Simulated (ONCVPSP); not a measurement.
# C: generating and testing an ONCV potential

Task: generate the file, and judge it by its errors in other configurations, its logarithmic derivatives, its ghosts and its cutoff.

Program: ONCVPSP 4.0.1.1 (patched build). Reference atom: PBE, scalar-relativistic, spherical and spin-unpolarised. All values are calculated.

**1. The design**

Typed settings, in words:

* element: carbon (C, Z = 6)
* type: optimised norm-conserving Vanderbilt (ONCV)
* frozen core: [He]
* valence charge: 4
* reference configuration: 2s2 2p2
* partial waves: 2s: rc 0.95 bohr, ncon 5, nbas 8, qcut 6.2 1/bohr, local; 2p: rc 2.95 bohr, ncon 4, nbas 7, qcut 5.1 1/bohr, 2 projectors, debl 0.3 Ha
* local potential: the s channel
* core correction: not asked for

The nodes and maxima of the atom's own shells, from an earlier all-electron run, set the scale for the radii.

All-electron outer shells of the reference configuration (PBE, scalar-relativistic, ld1.x):

| shell | level (eV) | outermost node (bohr) | outermost maximum (bohr) |
| --- | --- | --- | --- |
| 1s | -273.38 | – | 0.17 |
| 2s | -13.75 | 0.38 | 1.22 |
| 2p | -5.29 | – | 1.20 |

**2. Generation**

C.dat

```
# ATOM AND REFERENCE CONFIGURATION
# atsym  z   nc   nv     iexc    psfile
  C 6.00    1    2        4      upf
#
#   n    l    f
    1    0    2.00
    2    0    2.00
    2    1    2.00
#
# PSEUDOPOTENTIAL AND OPTIMIZATION
# lmax
    1
#
#   l,   rc,      ep,       ncon, nbas, qcut
    0    0.95    0.00    5    8    6.20
    1    2.95    0.00    4    7    5.10
#
# LOCAL POTENTIAL
# lloc, lpopt,  rc(5),   dvloc0
    0    5    0.95    0.00
#
# VANDERBILT-KLEINMAN-BYLANDER PROJECTORs
# l, nproj, debl
    0    0    1.60
    1    2    0.30
#
# MODEL CORE CHARGE
# icmod, fcfact, rcfact
    0    0.00    0.00
#
# LOG DERIVATIVE ANALYSIS
# epsh1, epsh2, depsh
   -2.00    5.00    0.02
#
# OUTPUT GRID
# rlmax, drl
    6.00    0.01
#
# TEST CONFIGURATIONS
# ncnf
    4
# nvcnf
#   n    l    f
    2
    2    0    2.00
    2    1    1.00
#
    2
    2    0    2.00
    2    1    0.00
#
    2
    2    0    1.00
    2    1    0.00
#
    2
    2    0    1.00
    2    1    2.00
#
```

On the command line:

```
$ oncvpsp.x < C.dat > C.out
```

Q: Predict the outcome of this session. Wanted: cutoffs for 1 and 0.1 mHa per electron, occupied waves; bound ghosts; GHOST(+) flags; largest test error; largest phase difference near zero energy, channels read.

The runs gave:

| quantity | value |
| --- | --- |
| cutoffs for 1 and 0.1 mHa per electron, occupied waves | 24 Ha and 157 Ha |
| bound ghosts | none found |
| GHOST(+) flags | none at low energy |
| largest test error (AE − PS) | +2093 meV, for 2s1 2p0 |
| largest phase difference near zero energy, channels read | 0.004 rad |

In words: By total energies transferability is poor: the largest error is 2093 meV on 83.2 eV, for 2s1 2p0. That test lies far up in energy; among those under 40 eV, nearer to bonding, the largest error is 1094 meV. It counts as of middling hardness, with 24 Ha needed at the looser tolerance. The tighter tolerance needs 157 Ha, and converged work needs a cutoff nearer that. At the looser tolerance the 2s wave is the slowest; 2p needs 8 Ha. It is free of bound ghosts as far as tested. Near zero energy the phases of the channels with partial waves agree within 0.004 rad.
